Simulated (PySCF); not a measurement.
# A diatomic session: SmH

The task here is to estimate one member of a computed series from the others.

The runs use PySCF 2.14.0; Sm x2c-SVPall, H x2c-SVPall, spin-free X2C with a Gaussian nucleus.

Set-up of the first run:

Settings of the job:

| Item | Value |
| --- | --- |
| atoms | Sm, H |
| charge | 0 |
| basis | Sm x2c-SVPall, H x2c-SVPall |
| Hamiltonian | spin-free X2C with a Gaussian nucleus |
| basis functions | 90 |
| electrons treated | 63 |
| masses in u | 151.9197, 1.0078 |
| levels | PBE0, PBE, r²SCAN, r²SCANh, M06, HF, MP2, SCS-MP2, CCSD, CCSD(T) |
| grid | 80 radial by 434 angular points |
| occupations | held fixed by the projection of orbital angular momentum |
| dissociation limit | Sm + H, each in its ground configuration |
| starting distance in angstrom | 1.850 |
| values of 2S to try | 5, 7, 9 |

Run with:

```
$ OMP_NUM_THREADS=2 python dia.py task.json out
```

Among the steps run: The job; The PBE0 curve of the state that the search chose; Excited determinants; PBE (GGA); r²SCAN (meta-GGA); r²SCANh (hybrid meta-GGA); M06 (hybrid meta-GGA); UHF; Correlated methods on the Hartree–Fock reference.

One of the session's tables, all rows but one given; the rest of the session is left out.

It belongs to the step «The curves together». Energy (eV) from each level's lowest point:

| R (Å) | UHF | UHF-MP2 | UHF-SCS-MP2 | UHF-CCSD | UHF-CCSD(T) |
| --- | --- | --- | --- | --- | --- |
| 1.819 | 0.553 | 0.305 | 0.356 | n/a | n/a |
| 1.903 | 0.305 | 0.132 | 0.166 | 0.166 | 0.159 |
| 1.988 | 0.141 | 0.035 | 0.054 | 0.054 | 0.051 |
| 2.052 | 0.063 | 0.003 | 0.012 | 0.012 | 0.011 |
| 2.115 | ? | ? | ? | ? | ? |
| 2.179 | 0.000 | 0.021 | 0.013 | 0.013 | 0.014 |
| 2.263 | 0.011 | 0.079 | 0.061 | 0.060 | 0.062 |
| 2.369 | 0.069 | 0.189 | 0.160 | 0.156 | 0.158 |
| 2.496 | 0.187 | 0.357 | 0.318 | 0.309 | 0.310 |
| 2.665 | 0.396 | 0.616 | 0.566 | n/a | n/a |

**Question.** Estimate the row for R (Å) = 2.115.

Worked estimate for «UHF». A straight line through the neighbours (2.052, 0.063) and (2.179, 0.000) gives 0.063 + (0.000 − 0.063) × (2.115 − 2.052) / (2.179 − 2.052) = 0.032; a parabola fitted to 4 rows on both sides gives 0.019.

As computed: UHF: 0.018; UHF-MP2: 0.000; UHF-SCS-MP2: 0.000; UHF-CCSD: 0.000; UHF-CCSD(T): 0.000. In «UHF» the line misses by +0.014 and the parabola by +0.001.

To keep in mind: The state is the lowest single determinant that the PBE0 search found; with open d or f shells the true ground state can be another one.
